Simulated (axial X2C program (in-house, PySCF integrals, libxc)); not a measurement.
**A two-component session on RuP: properties at the nuclei**

Aim: properties at the nuclei of RuP, with spin–orbit coupling in the Hamiltonian from the start.

Program: an in-house X2C program for linear molecules on PySCF integrals. Level of theory: two-component X2C with atomic mean-field terms, Ru dyall-cv3z, P dyall-v3z. These are calculated values, not measurements.

### Step 1. The job

Input file task.json:

```json
{"zs": [44, 15], "q": 0, "bas": ["dyall-cv3z", "dyall-v3z"], "r0": 2.16, "levels": ["PBE0", "HF", "r2SCAN", "B3LYP", "TPSSh"], "nst": 3}
```

Keys: zs atomic numbers; q charge; bas basis sets; r0 starting distance in Å; levels methods (HF also brings MP2); nst determinants followed.

Launch:

```bash
> python soeom.py task.json out
```

Further steps of the session: Expectation values, lowest determinant; Expectation values, a higher determinant; Expectation values, a higher determinant.

What does the calculation give? Wanted: lowest determinant; Eeff magnitude; Ws magnitude Ru; A∥/gI Ru; qzz Ru; higher determinant (for each run or level that gives them).

As calculated:

```
                                        quantity                                                      value
                              lowest determinant                    Ω = 5/2 (excess of +ω over −ω: ω = 5/2)
                    Eeff magnitude (GV/cm), PBE0                                                       1.42
                     Ws magnitude Ru (kHz), PBE0                                                      0.162
                            A∥/gI Ru (MHz), PBE0                                                        995
                             qzz Ru (a.u.), PBE0                                                       1.29
                              higher determinant  Ω = 9/2 (excess of +ω over −ω: ω = 1/2, ω = 3/2, ω = 5/2)
Eeff magnitude (GV/cm), PBE0, higher determinant                                                       2.28
 Ws magnitude Ru (kHz), PBE0, higher determinant                                                      0.199
        A∥/gI Ru (MHz), PBE0, higher determinant                                                        665
         qzz Ru (a.u.), PBE0, higher determinant                                                       1.33
                              higher determinant       Ω = 7/2 (excess of +ω over −ω: 2 × ω = 1/2, ω = 5/2)
Eeff magnitude (GV/cm), PBE0, higher determinant                                                        1.1
 Ws magnitude Ru (kHz), PBE0, higher determinant                                                      0.171
        A∥/gI Ru (MHz), PBE0, higher determinant                                                        889
         qzz Ru (a.u.), PBE0, higher determinant                                                       1.00
```

**Reading.** In the first state, the effective field runs from 0.107 to 1.91 GV/cm over the mean-field levels, so the levels don't agree on it. The expectation values come from single determinants, which for open shells can mix terms of unlike spin or miss the lowest Ω, so a determinant need not be a state. Eeff is the effective electric field on the electron dipole moment in this Ω state and Ws the scalar–pseudoscalar constant (defined with the proton number Z and per Ω); A∥ is the parallel hyperfine constant, which follows by multiplying with the nuclear g factor gI = μI/(I μN); qzz is the electric field gradient, eQq0 = 234.96 MHz × Q/barn × qzz; μ is positive if P is the positive end. The operators were transformed with the bare-nucleus X2C matrices. A second determinant lies within 0.1 eV of the first, so their order is not settled at this level.
